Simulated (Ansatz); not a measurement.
A first try at a comparison of dispersion corrections of C2H6FNOSi, SMILES FC1OCN1[SiH3], using the Python package of Ansatz (0.2.0).

`disp.py`:
```python
# -*- coding: utf-8 -*-
"""Dispersion corrections for C2H6FNOSi."""

import warnings

import ansatz as az

warnings.simplefilter("ignore", az.DeckWarning)

molecule = (
    az.Crystal.molecule()
    .atom("F", [-1.1278, 1.4168, 0.8074])
    .atom("C", [-0.1259, 0.7135, 1.1802])
    .atom("O", [-0.554, -0.4878, 1.8529])
    .atom("C", [-0.4429, -1.1589, 0.5927])
    .atom("N", [0.4061, -0.1527, 0.1227])
    .atom("Si", [0.6525, 0.3348, -1.4541])
    .atom("H", [0.6566, 1.2792, 1.7493])
    .atom("H", [-0.0635, -2.1617, 0.6612])
    .atom("H", [-1.5123, -1.177, 0.1881])
    .atom("H", [-0.6434, 0.6809, -2.0424])
    .atom("H", [1.5705, 1.474, -1.4525])
    .atom("H", [1.261, -0.8163, -2.1716])
)

calc = molecule.basis(gaussian="def2-SVP")
for name in ["r2scan", "revpbe"]:
    for correction in ("d3bj", "d4"):
        r = calc.functional(name, dispersion=correction).run().report
        print(f"{name:8s} {correction:5s} total {r['free_energy_ev']:.5f} eV, of which dispersion {1000 * r['dispersion']['energy']['ev']:.2f} meV")
```

```console
$ python disp.py
Traceback (most recent call last):
  File "disp.py", line 26, in <module>
    calc = molecule.basis(gaussian="def2-SVP")
           ^^^^^^^^^^^^^^
AttributeError: 'Crystal' object has no attribute 'basis'
```

Find the fault and give the corrected script.

The fault: settings are called on the crystal, without .calculation(). Mended:

```diff
--- before
+++ after
@@ -25,3 +25,3 @@
 
-calc = molecule.basis(gaussian="def2-SVP")
+calc = molecule.calculation().basis(gaussian="def2-SVP")
 for name in ["r2scan", "revpbe"]:
```

The mended script runs so:

```console
$ python disp.py
r2scan   d3bj  total -16287.91713 eV, of which dispersion -72.89 meV
r2scan   d4    total -16287.91079 eV, of which dispersion -66.55 meV
revpbe   d3bj  total -16289.11759 eV, of which dispersion -667.20 meV
revpbe   d4    total -16289.34788 eV, of which dispersion -897.49 meV
```

Notes:
- Total energies depend on the basis set; only differences at equal settings carry meaning.
- The geometry is a force-field or estimated start, not a minimum of this method, and the basis set is short of its limit. D4 holds the three-body term, and d3bj doesn't.
- A dispersion term here runs with damping parameters fitted for another variant or functional.
- The script silences the warnings on its input, which a real study should read.
- Finished in 20 s on 1 thread of Arm Neoverse V2, on a shared host, peak memory 0.24 GiB.

(A comment or docstring line of the script was reworded after the run, the code is as it ran; lines on the test bed's own set-up are left out of the output.)
